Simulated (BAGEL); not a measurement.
# GaSiH4OF (SMILES [F][GaH][O][SiH3]) at B3LYP/6-31G(d) (density fitting with cc-pvqz-jkfit, spherical functions)

Aim: the energy change on altering one bond length of GaSiH4OF at B3LYP/6-31G* (density fitting with cc-pvqz-jkfit, spherical functions), from 2 runs. 

The results are computed with BAGEL 1.2.2.

4 further runs of the same task are left out: 3 that didn't finish, 1 set aside as unsound or not needed.

### 1 The structure to begin with

GaSiH4OF has 8 atoms, charge 0, and is taken as a singlet. As SMILES, `[F][GaH][O][SiH3]`. Geometry: relaxed at PBE0-D4/def2-TZVP. This is one conformer, not always the lowest.

Bond lengths: F1–Ga2 1.751 Å, Ga2–O3 1.763 Å, O3–Si4 1.639 Å, Ga2–H5 1.537 Å, Si4–H6 1.485 Å, Si4–H7 1.487 Å, Si4–H8 1.487 Å. Angles: F1–Ga2–O3 113.0°, Ga2–O3–Si4 138.2°, F1–Ga2–H5 121.9°, O3–Ga2–H5 125.1°, O3–Si4–H6 108.0°, O3–Si4–H7 111.0°, O3–Si4–H8 111.0°, H6–Si4–H7 109.1°, H6–Si4–H8 109.1°, H7–Si4–H8 108.7°.

### 2 A single-point energy at B3LYP/6-31G(d) (density fitting with cc-pvqz-jkfit, spherical functions)

input.json

```json
{ "bagel": [

{
  "title": "molecule",
  "basis": "6-31gs.json",
  "df_basis": "cc-pvqz-jkfit",
  "angstrom": true,
  "geometry": [
    { "atom": "F", "xyz": [    0.857100,    1.472000,    1.846200 ] },
    { "atom": "Ga", "xyz": [    1.323900,    1.220200,    0.177500 ] },
    { "atom": "O", "xyz": [    0.322200,    0.024800,   -0.644000 ] },
    { "atom": "Si", "xyz": [   -0.952800,   -0.945800,   -0.299100 ] },
    { "atom": "H", "xyz": [    2.493100,    1.984200,   -0.463100 ] },
    { "atom": "H", "xyz": [   -1.287500,   -1.717200,   -1.523200 ] },
    { "atom": "H", "xyz": [   -0.618600,   -1.894300,    0.796900 ] },
    { "atom": "H", "xyz": [   -2.137300,   -0.143800,    0.108800 ] }
  ]
},
{ "title": "ks", "xc_func": "b3lyp" },
{ "title": "print", "file": "orbitals.molden", "orbitals": true }

]}
```

The basis set 6-31G* is read from a file made from the Basis Set Exchange's data (not shown).

Launch:

```
BAGEL_NUM_THREADS=1 BAGEL input.json > input.out
```

Log:

```text
* using 1 threads per process

  ===============================================================
  ===============================================================

  *** Geometry ***

  { "atom" : "F", "xyz" : [      1.619684,      2.781677,      3.488812 ] },
  { "atom" : "Ga", "xyz" : [      2.501808,      2.305844,      0.335426 ] },
  { "atom" : "O", "xyz" : [      0.608870,      0.046865,     -1.216984 ] },
  { "atom" : "Si", "xyz" : [     -1.800531,     -1.787303,     -0.565217 ] },
  { "atom" : "H", "xyz" : [      4.711276,      3.749595,     -0.875132 ] },
  { "atom" : "H", "xyz" : [     -2.433022,     -3.245038,     -2.878431 ] },
  { "atom" : "H", "xyz" : [     -1.168985,     -3.579708,      1.505923 ] },
  { "atom" : "H", "xyz" : [     -4.038912,     -0.271743,      0.205602 ] },

  Number of auxiliary basis functions:      782

  Since a DF basis is specified, we compute 2- and 3-index integrals:
    o Being stored without compression. Storage requirement is 0.046 GB

  Number of basis functions:       86
  Number of electrons      :       66

    * METHOD: MOLECULE                             0.54

  *** Kohn-Sham DFT ***

    * Removing 13152 points whose weight is below 1.00e-10
    * Grid points: 106096

  === Nuclear Repulsion ===
   350.5436075742

       - DIIS with orbital gradients will be used.

  === KS iteration (b3lyp / 6-31gs.json) ===
      0      -2314.10046706          0.11918054           0.49
      1      -2072.26697556          0.18427734           0.43
      2      -2174.32127149          0.15185590           0.43
      3      -2375.51668677          0.13812891           0.44
      4      -2385.72956935          0.07370143           0.43
      5      -2310.88779995          0.16159498           0.44
      6      -2319.64867770          0.17033064           0.45
      7      -2307.19115420          0.17917741           0.43
      8      -2372.61238142          0.11895643           0.43
      9      -2391.20426388          0.02639541           0.44
     10      -2391.37632284          0.02584753           0.43
     11      -2391.66730310          0.00253893           0.44
     12      -2391.67268301          0.00214697           0.44
     13      -2391.67432936          0.00051031           0.42
     14      -2391.67440326          0.00034730           0.42
     15      -2391.67444123          0.00021759           0.44
     16      -2391.67446449          0.00003907           0.44
     17      -2391.67446546          0.00000365           0.41
     18      -2391.67446547          0.00000266           0.41
     19      -2391.67446547          0.00000086           0.41
     20      -2391.67446547          0.00000025           0.42
     21      -2391.67446547          0.00000024           0.42
     22      -2391.67446547          0.00000010           0.43
     23      -2391.67446547          0.00000002           0.43
     24      -2391.67446547          0.00000000           0.43
    * SCF iteration converged.

    * Permanent dipole moment:
           (   -0.394536,    -0.172146,     0.435125) a.u.

    * METHOD: KS                                  11.26

    * METHOD: PRINT                                0.01

  ===============================================================
```

Run time: 12 s. Hardware: 1 thread of Intel Xeon 6975P-C (Granite Rapids), shared host; peak memory 0.5 GiB.

### 3 The distorted shape

calc.json

```json
{ "bagel": [

{
  "title": "molecule",
  "basis": "6-31gs.json",
  "df_basis": "cc-pvqz-jkfit",
  "angstrom": true,
  "geometry": [
    { "atom": "F", "xyz": [    1.048378,    1.617611,    1.794457 ] },
    { "atom": "Ga", "xyz": [    1.515178,    1.365811,    0.125757 ] },
    { "atom": "O", "xyz": [    0.513478,    0.170411,   -0.695743 ] },
    { "atom": "Si", "xyz": [   -0.952800,   -0.945800,   -0.299100 ] },
    { "atom": "H", "xyz": [    2.684378,    2.129811,   -0.514843 ] },
    { "atom": "H", "xyz": [   -1.287500,   -1.717200,   -1.523200 ] },
    { "atom": "H", "xyz": [   -0.618600,   -1.894300,    0.796900 ] },
    { "atom": "H", "xyz": [   -2.137300,   -0.143800,    0.108800 ] }
  ]
},
{ "title": "ks", "xc_func": "b3lyp" },
{ "title": "print", "file": "orbitals.molden", "orbitals": true }

]}
```

The basis set 6-31G* is read from a file made from the Basis Set Exchange's data (not shown).

Launch:

```
BAGEL_NUM_THREADS=1 BAGEL calc.json > calc.out
```

Log:

```text
* using 1 threads per process

  ===============================================================
  ===============================================================

  *** Geometry ***

  { "atom" : "F", "xyz" : [      1.981147,      3.056842,      3.391032 ] },
  { "atom" : "Ga", "xyz" : [      2.863271,      2.581009,      0.237646 ] },
  { "atom" : "O", "xyz" : [      0.970333,      0.322030,     -1.314764 ] },
  { "atom" : "Si", "xyz" : [     -1.800531,     -1.787303,     -0.565217 ] },
  { "atom" : "H", "xyz" : [      5.072739,      4.024759,     -0.972912 ] },
  { "atom" : "H", "xyz" : [     -2.433022,     -3.245038,     -2.878431 ] },
  { "atom" : "H", "xyz" : [     -1.168985,     -3.579708,      1.505923 ] },
  { "atom" : "H", "xyz" : [     -4.038912,     -0.271743,      0.205602 ] },

  Number of auxiliary basis functions:      782

  Since a DF basis is specified, we compute 2- and 3-index integrals:
    o Being stored without compression. Storage requirement is 0.046 GB

  Number of basis functions:       86
  Number of electrons      :       66

    * METHOD: MOLECULE                             0.53

  *** Kohn-Sham DFT ***

    * Removing 12744 points whose weight is below 1.00e-10
    * Grid points: 106504

  === Nuclear Repulsion ===
   338.8977940624

       - DIIS with orbital gradients will be used.

  === KS iteration (b3lyp / 6-31gs.json) ===
      0      -2315.06911357          0.12214968           0.46
      1      -2017.12575173          0.16923912           0.45
      2      -2172.13791148          0.12981280           0.41
      3      -2354.50789689          0.14419050           0.43
      4      -2385.33263459          0.06649615           0.42
      5      -2381.59994038          0.10384528           0.41
      6      -2391.19693304          0.03314384           0.43
      7      -2375.94109243          0.13453189           0.42
      8      -2391.32288368          0.02288383           0.43
      9      -2391.62249734          0.00642656           0.48
     10      -2391.65356415          0.00163473           0.50
     11      -2391.65497919          0.00076626           0.47
     12      -2391.65510050          0.00057771           0.47
     13      -2391.65526939          0.00009617           0.49
     14      -2391.65527306          0.00002509           0.48
     15      -2391.65527325          0.00001075           0.48
     16      -2391.65527330          0.00000403           0.47
     17      -2391.65527331          0.00000040           0.49
     18      -2391.65527331          0.00000032           0.44
     19      -2391.65527331          0.00000015           0.47
     20      -2391.65527331          0.00000005           0.45
     21      -2391.65527331          0.00000001           0.43
     22      -2391.65527331          0.00000001           0.46
     23      -2391.65527331          0.00000000           0.44
    * SCF iteration converged.

    * Permanent dipole moment:
           (    0.028927,     0.187027,     0.413562) a.u.

    * METHOD: KS                                  11.35

    * METHOD: PRINT                                0.01

  ===============================================================
```

Wall time 12 s (1 thread of Intel Xeon 6975P-C (Granite Rapids), shared host); peak memory 0.51 GiB.

### 4 Results

At B3LYP/6-31G* (density fitting with cc-pvqz-jkfit, spherical functions):

```
                                                          quantity           value
                                         first shape: total energy  -2391.67447 Eh
                                        first shape: dipole moment          1.56 D
                                          first shape: HOMO energy        -8.45 eV
                                          first shape: LUMO energy        -1.34 eV
                                        first shape: HOMO–LUMO gap         7.11 eV
                                     distorted shape: total energy  -2391.65527 Eh
                                    distorted shape: dipole moment          1.16 D
                                      distorted shape: HOMO energy        -8.27 eV
                                      distorted shape: LUMO energy        -0.99 eV
                                    distorted shape: HOMO–LUMO gap         7.28 eV
energy change with the O3–Si4 bond stretched from 1.639 to 1.885 Å        0.522 eV
```

What this shows: With the O3–Si4 bond stretched from 1.639 to 1.885 Å the energy rises by 0.52 eV (50.4 kJ/mol). The first shape isn't relaxed at this level, so the change isn't measured from a minimum.
